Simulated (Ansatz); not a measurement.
# C6H3Ga: a ladder of functionals and wavefunction methods

One table from this session's results is given with a row withheld; the runs are named, their logs left out.

Method: functionals in def2-TZVPP, the program's frozen cores in correlated methods; program: Ansatz 0.2.0, Gaussian basis.

The runs, in order: LDA (SPW92), PBE-D4, revPBE-D4, BLYP-D4, r2SCAN-D4, B97M-V, PBE0-D4, B3LYP-D4, r2SCANh-D4, r2SCAN0-D4, HSE06-D4, BHLYP-D4, CAM-B3LYP-D4, LC-ωPBE, ωB97X-V, ωB97M-V, B2PLYP, PBE-QIDH; CCSD(T)/def2-SVP; MP2/def2-TZVPP; MP2/def2-QZVPP; RPA on PBE.

## The geometry

All runs share one geometry, relaxed beforehand with PBE0-D4 in a triple-zeta def2 set.

SMILES `C#[C][Ga]([C]#C)[C]#C`, 10 atoms, charge 0, spin multiplicity 1.

Atoms are counted from 1 here; the program's logs count them from 0.

Bond lengths: C1–C2 1.208 Å, C1–H8 1.066 Å, C2–Ga3 1.900 Å, Ga3–C4 1.900 Å, Ga3–C6 1.900 Å, C4–C5 1.208 Å, C5–H9 1.066 Å, C6–C7 1.208 Å, C7–H10 1.066 Å. Angles: C2–C1–H8 180.0°, C1–C2–Ga3 179.9°, C2–Ga3–C4 120.0°, C2–Ga3–C6 120.1°, C4–Ga3–C6 120.0°, Ga3–C4–C5 180.0°, C4–C5–H9 180.0°, Ga3–C6–C7 179.9°, C6–C7–H10 180.0°.

Set-up of the first run:

Input file in.yaml:

```yaml
crystal:
  periodic: [false, false, false]
  atoms:
    - {symbol: C, position_ang: [1.350640, -2.731834, 0.613950]}
    - {symbol: C, position_ang: [0.827153, -1.670184, 0.374480]}
    - {symbol: Ga, position_ang: [0.001355, -0.000763, -0.000973]}
    - {symbol: C, position_ang: [-1.751681, 0.356383, 0.638754]}
    - {symbol: C, position_ang: [-2.865764, 0.583925, 1.045593]}
    - {symbol: C, position_ang: [0.927160, 1.312249, -1.015257]}
    - {symbol: C, position_ang: [1.514557, 2.148219, -1.659154]}
    - {symbol: H, position_ang: [1.812871, -3.669333, 0.825455]}
    - {symbol: H, position_ang: [-3.849538, 0.784880, 1.404882]}
    - {symbol: H, position_ang: [2.033239, 2.886457, -2.227721]}
basis:
  gaussian: {orbitals: def2-TZVPP}
hamiltonian: {xc: lda}
output: {orbitals: {seedname: orbitals}}
```

Launch:

```
$ ansatz run in.yaml --threads 4 --pin off --events-out ev --progress --plain --max-ram 10444MiB
```

Steps of the session up to this table: LDA; PBE-D4 (GGA); revPBE-D4 (GGA); BLYP-D4 (GGA); r2SCAN-D4 (meta-GGA); B97M-V (meta-GGA); PBE0-D4 (hybrid); B3LYP-D4 (hybrid); r2SCANh-D4 (hybrid); r2SCAN0-D4 (hybrid); HSE06-D4 (hybrid); BHLYP-D4 (hybrid); CAM-B3LYP-D4 (range-separated); LC-ωPBE (range-separated); ωB97X-V (range-separated); ωB97M-V (range-separated); B2PLYP (double hybrid); PBE-QIDH (double hybrid).

One of the session's tables, all rows but one given; the rest of the session is left out.

It belongs to the step «Frontier levels by functional». 

```
  functional  HOMO (eV)  LUMO (eV)  gap (eV)
 LDA (SPW92)      -7.21      -3.31      3.90
      PBE-D4      -6.99      -3.01      3.98
   revPBE-D4      -6.92      -2.89      4.03
     BLYP-D4      -6.81      -2.90      3.91
   r2SCAN-D4      -7.22      -2.83      4.39
      B97M-V      -7.17      -2.86      4.31
     PBE0-D4      -8.20      -2.23      5.98
    B3LYP-D4      -7.94      -2.45      5.49
  r2SCANh-D4      -7.68      -2.55      5.13
  r2SCAN0-D4      -8.36      -2.13      6.23
    HSE06-D4          ?          ?         ?
    BHLYP-D4      -9.22      -1.39      7.83
CAM-B3LYP-D4      -9.56      -1.30      8.26
     LC-ωPBE     -11.05      -0.18     10.87
     ωB97X-V     -10.59      -0.28     10.32
     ωB97M-V     -10.48      -0.42     10.06
```

Estimate the missing values for HSE06-D4.

**Answer.** HOMO (eV): -7.80; LUMO (eV): -2.59; gap (eV): 5.21. In the column «HOMO (eV)» it lies between B3LYP-D4 (-7.94) and r2SCANh-D4 (-7.68).
